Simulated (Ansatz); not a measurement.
# CH6AlNS: how energies converge with the basis set

An exercise on one series of results from a longer session: the logs are not shown, and one member is left open.

The runs use Ansatz 0.2.0, Gaussian basis; one geometry, several basis sets.

The runs, in order: PBE0-D4/def2-SVP; ωB97M-V/def2-SVP; PBE0-D4/def2-QZVPP; ωB97M-V/def2-QZVPP; CCSD(T)/cc-pV(D+d)Z; CCSD(T)/cc-pV(T+d)Z; CCSD(T)/cc-pV(Q+d)Z; the functionals' def2-TZVPP values are taken from earlier runs.

## The relaxed structure

The geometry comes from an earlier relaxation with PBE0-D4 in a triple-zeta def2 set; it is a stationary point, not always the lowest conformer.

SMILES `[CH3][Al]([NH2])[SH]`, 10 atoms, charge 0, spin multiplicity 1.

Atoms are counted from 1 here; the program's logs count them from 0.

Bond lengths: C1–Al2 1.943 Å, C1–H5 1.094 Å, C1–H6 1.094 Å, C1–H7 1.093 Å, Al2–N3 1.767 Å, Al2–S4 2.196 Å, N3–H8 1.007 Å, N3–H9 1.006 Å, S4–H10 1.344 Å. Angles: Al2–C1–H5 110.9°, Al2–C1–H6 111.2°, Al2–C1–H7 112.0°, H5–C1–H6 106.9°, H5–C1–H7 107.7°, H6–C1–H7 107.9°, C1–Al2–N3 122.2°, C1–Al2–S4 119.2°, N3–Al2–S4 118.6°, Al2–N3–H8 123.9°, Al2–N3–H9 126.1°, H8–N3–H9 110.1°, Al2–S4–H10 94.1°.

Set-up of the first run:

File in.yaml:

```yaml
crystal:
  periodic: [false, false, false]
  atoms:
    - {symbol: C, position_ang: [-1.385658, 1.036556, 0.160300]}
    - {symbol: Al, position_ang: [0.265401, 0.059833, -0.146249]}
    - {symbol: N, position_ang: [0.531168, -1.566623, 0.492030]}
    - {symbol: S, position_ang: [1.858441, 0.996578, -1.331660]}
    - {symbol: H, position_ang: [-1.943340, 1.164224, -0.772441]}
    - {symbol: H, position_ang: [-1.185976, 2.038532, 0.550733]}
    - {symbol: H, position_ang: [-2.039623, 0.523955, 0.870453]}
    - {symbol: H, position_ang: [-0.143711, -2.069376, 1.045430]}
    - {symbol: H, position_ang: [1.358438, -2.125423, 0.364287]}
    - {symbol: H, position_ang: [2.684859, -0.058256, -1.232894]}
basis:
  gaussian: {orbitals: def2-SVP}
hamiltonian: {xc: pbe0, dispersion: d4}
output: {orbitals: {seedname: orbitals}}
```

Command:

```
$ ansatz run in.yaml --threads 2 --pin off --events-out ev --progress --plain --max-ram 32768MiB --backend cpu
```

Among the steps run: PBE0-D4 in def2-SVP; ωB97M-V in def2-SVP; PBE0-D4 in def2-QZVPP; ωB97M-V in def2-QZVPP.

One table of the session follows, with a row left open; its other results are not shown here.

```
functional       basis  HOMO (eV)  LUMO (eV)
   PBE0-D4    def2-SVP      -6.95       0.40
   PBE0-D4  def2-TZVPP      -7.17       0.08
   PBE0-D4  def2-QZVPP          ?          ?
   ωB97M-V    def2-SVP      -9.15       1.95
   ωB97M-V  def2-TZVPP      -9.40       1.50
   ωB97M-V  def2-QZVPP      -9.46       0.97
```

Q: Estimate the row for PBE0-D4, def2-QZVPP from the others.

The run gave: HOMO (eV): -7.22; LUMO (eV): -0.24. In the column «HOMO (eV)» it lies between ωB97M-V, def2-SVP (-9.15) and PBE0-D4, def2-TZVPP (-7.17).
